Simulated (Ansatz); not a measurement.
# HfH2NCl2F: one molecule under many settings

Program: Ansatz 0.2.0, Gaussian basis. Level of theory: the settings change from run to run. These are calculated values, not measurements.

### Step 1. The relaxed structure

The structure was relaxed beforehand with PBE0-D4/def2-TZVP. Hf takes a core potential in def2 sets; no spin-orbit term is included.

SMILES `[NH2][Hf]([F])([Cl])[Cl]`, 7 atoms, charge 0, spin multiplicity 1.

Atoms are counted from 1 here; the program's logs count them from 0.

Bond lengths: N1–Hf2 2.001 Å, N1–H6 1.011 Å, N1–H7 1.011 Å, Hf2–F3 1.892 Å, Hf2–Cl4 2.349 Å, Hf2–Cl5 2.349 Å. Angles: Hf2–N1–H6 125.8°, Hf2–N1–H7 125.2°, H6–N1–H7 109.0°, N1–Hf2–F3 105.6°, N1–Hf2–Cl4 109.0°, N1–Hf2–Cl5 109.0°, F3–Hf2–Cl4 111.9°, F3–Hf2–Cl5 111.9°, Cl4–Hf2–Cl5 109.3°.

As a file:

```mol
Cl2FH2HfN
  3D, bonds by distance, orders not assigned

  7  6  0  0  0  0  0  0  0  0999 V2000
   -0.1134    1.2511    0.0588 N   0  0
   -0.0093   -0.7423   -0.0770 Hf  0  0
   -1.6885   -1.2946   -0.7502 F   0  0
    0.4181   -1.6331    2.0542 Cl  0  0
    1.7477   -1.3207   -1.5249 Cl  0  0
    0.6231    1.8606    0.3881 H   0  0
   -0.9163    1.8111   -0.1946 H   0  0
  1  2  8  0
  2  3  8  0
  2  4  8  0
  2  5  8  0
  1  6  8  0
  1  7  8  0
M  END
```

### Step 2. RPA/def2-SVPD

This run has atoms shaken by 0.03 Å, the search for lower states set to off.

in.yaml

```yaml
crystal:
  periodic: [false, false, false]
  atoms:
    - {symbol: N, position_ang: [-0.133854, 1.247656, 0.038041]}
    - {symbol: Hf, position_ang: [-0.018976, -0.714147, -0.078772]}
    - {symbol: F, position_ang: [-1.706879, -1.304523, -0.762911]}
    - {symbol: Cl, position_ang: [0.429537, -1.617830, 2.028391]}
    - {symbol: Cl, position_ang: [1.794574, -1.325051, -1.524830]}
    - {symbol: H, position_ang: [0.630564, 1.889185, 0.442307]}
    - {symbol: H, position_ang: [-0.942355, 1.834599, -0.180005]}
basis:
  gaussian: {orbitals: def2-SVPD}
hamiltonian: {xc: {name: PBE0}}
correlation: {method: rpa}
scf: {lower_state_search: off}
```

Run with:

```console
> ansatz run in.yaml --threads 4 --pin off --events-out ev --progress --plain --max-ram 10444MiB
```

Q: Estimate wall time and peak memory on 4 threads of Intel Xeon Platinum 8259CL at 2.50GHz, shared host.

About 3.3 s, with a peak of 0.4 GiB.
